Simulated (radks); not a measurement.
**Taking charge from the 3s level of Si in fractions**

What happens to E and to the 3s eigenvalue of Si when a fraction of an electron is removed? The exact functional would give straight lines between whole numbers for a frontier level.

Program: radks (a radial shooting solver on a logarithmic mesh, Libxc functionals) version 1. Level of theory: scalar-relativistic Kohn-Sham, PBE, spin-unpolarised, spherical densities, finite nucleus. These are calculated values, not measurements, unless marked.

## Step 1: Starting point

| Item | Value |
| --- | --- |
| element | silicon (Z = 14) |
| charge | 0 |
| electrons | 14 |
| configuration | [Ne] 3s2 3p2 |
| nuclear rms radius | 3.1224 fm |

The outer shells:

Si
```
[Ne] core
3s [↑↓]
3p [↑ ][↑ ][  ]
```

## Step 2: Start: [Ne] 3s2 3p2

The run's settings:

```text
Z 14
configuration [Ne] 3s2 3p2
relativity scalar-relativistic
functional pbe,pbe
spin unpolarised
nucleus finite rms 3.1224 fm
c 137.035999084
```

## Step 3: 0.25 electron removed from 3s

Input: that of step 2 with these lines changed.

```diff
@@ -1,3 +1,3 @@
 Z 14
-configuration [Ne] 3s2 3p2
+configuration [Ne] 3s1.75 3p2
 relativity scalar-relativistic
```

## Step 4: 0.5 electron removed from 3s

Input: that of step 3 with these lines changed.

```diff
@@ -1,3 +1,3 @@
 Z 14
-configuration [Ne] 3s1.75 3p2
+configuration [Ne] 3s1.5 3p2
 relativity scalar-relativistic
```

## Step 5: 0.75 electron removed from 3s

Input: that of step 4 with these lines changed.

```diff
@@ -1,3 +1,3 @@
 Z 14
-configuration [Ne] 3s1.5 3p2
+configuration [Ne] 3s1.25 3p2
 relativity scalar-relativistic
```

## Step 6: 1 electron removed from 3s

Input: that of step 5 with these lines changed.

```diff
@@ -1,3 +1,3 @@
 Z 14
-configuration [Ne] 3s1.25 3p2
+configuration [Ne] 3s1 3p2
 relativity scalar-relativistic
```

Q: Predict the outcome of this session. Wanted: for each run, removed; E − E(0); eigenvalue; E minus straight line.

**Answer**, as computed:

| removed (e) | E − E(0) (eV) | eigenvalue (eV) | E minus straight line (eV) |
| --- | --- | --- | --- |
| 0 | 0.000 | -10.813 | 0.000 |
| 0.25 | 2.963 | -12.911 | -0.830 |
| 0.5 | 6.464 | -15.112 | -1.121 |
| 0.75 | 10.526 | -17.401 | -0.852 |
| 1 | 15.171 | -19.767 | 0.000 |

Removing the whole electron costs 15.171 eV, against 10.813 eV from minus the starting eigenvalue. Slater's transition state, half an electron removed, gives 15.112 eV. The trapezoid integral of minus the eigenvalue gives 15.179 eV over the range, against 15.171 eV from the energies (Janak's theorem; approximate here, since the scalar-relativistic density holds large components alone). The eigenvalue moves by 8.95 eV per electron. E bends below the straight line by 1.12 eV at 0.5 electron removed.
